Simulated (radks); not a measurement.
**C⁻ inside a hard spherical wall**

One table from this session's results is given with a row withheld; the runs are named, their logs left out.

Program: radks (a radial shooting solver on a logarithmic mesh, Libxc functionals) version 1. Level of theory: non-relativistic Kohn-Sham, PBE, spin-polarised, spherical densities, point nucleus; open shells are filled with parallel spins first. These are calculated values, not measurements, unless marked.

### The atom as given

```
element       : carbon (Z = 6)
charge        : -1
electrons     : 7
configuration : [He] 2s2 2p3
```

Outer shells as boxes (Hund's rule):

C⁻
```
[He] core
2s [↑↓]
2p [↑ ][↑ ][↑ ]
```

The first run:

Settings of this run:

```text
Z 6
configuration [He] 2s2 2p3 3s0 3p0 3d0
relativity non-relativistic
functional pbe,pbe
spin polarised
nucleus point
wall 20 bohr
```

Among the steps run: Wall at 20 bohr; Wall at 10 bohr; Wall at 8 bohr; Wall at 6 bohr; Wall at 5 bohr; Wall at 4 bohr; Wall at 3 bohr; Wall at 1.5 bohr.

One of the session's tables, all rows but one given; the rest of the session is left out.

```
R (bohr)  E − E(widest) (eV)  ε(2p) (eV)  ε(3s, empty) (eV)  ε(3p, empty) (eV)  ε(3d, empty) (eV)
      20               0.000       1.549              2.001              2.240              2.568
      10               0.115       2.143              4.533              5.811              6.799
       8               0.294       2.600              6.390              8.346              9.413
       6                   ?           ?                  ?                  ?                  ?
       5               2.463       5.322             16.677             20.282             19.310
       4               6.865       8.730             28.922             32.712             28.085
       3              23.833      17.715             60.949             62.491             47.503
     1.5              283.22      93.008             351.35             295.31             188.61
```

Estimate the missing values for R (bohr) = 6.

Worked estimate for «E − E(widest) (eV)». A straight line through the neighbours (8, 0.294) and (5, 2.463) gives 0.294 + (2.463 − 0.294) × (6 − 8) / (5 − 8) = 1.740; a parabola fitted to 4 rows on both sides gives 1.558.

The run gave: E − E(widest) (eV): 1.062; ε(2p) (eV): 3.809; ε(3s, empty) (eV): 11.065; ε(3p, empty) (eV): 14.079; ε(3d, empty) (eV): 14.491. In «E − E(widest) (eV)» the line misses by +0.678 and the parabola by +0.496.

From R = 20 bohr inwards the highest occupied level lies above zero, in an anion first from self-interaction, then from the wall. Shells are not refilled when levels cross, and a hard wall is a model, not a crystal.
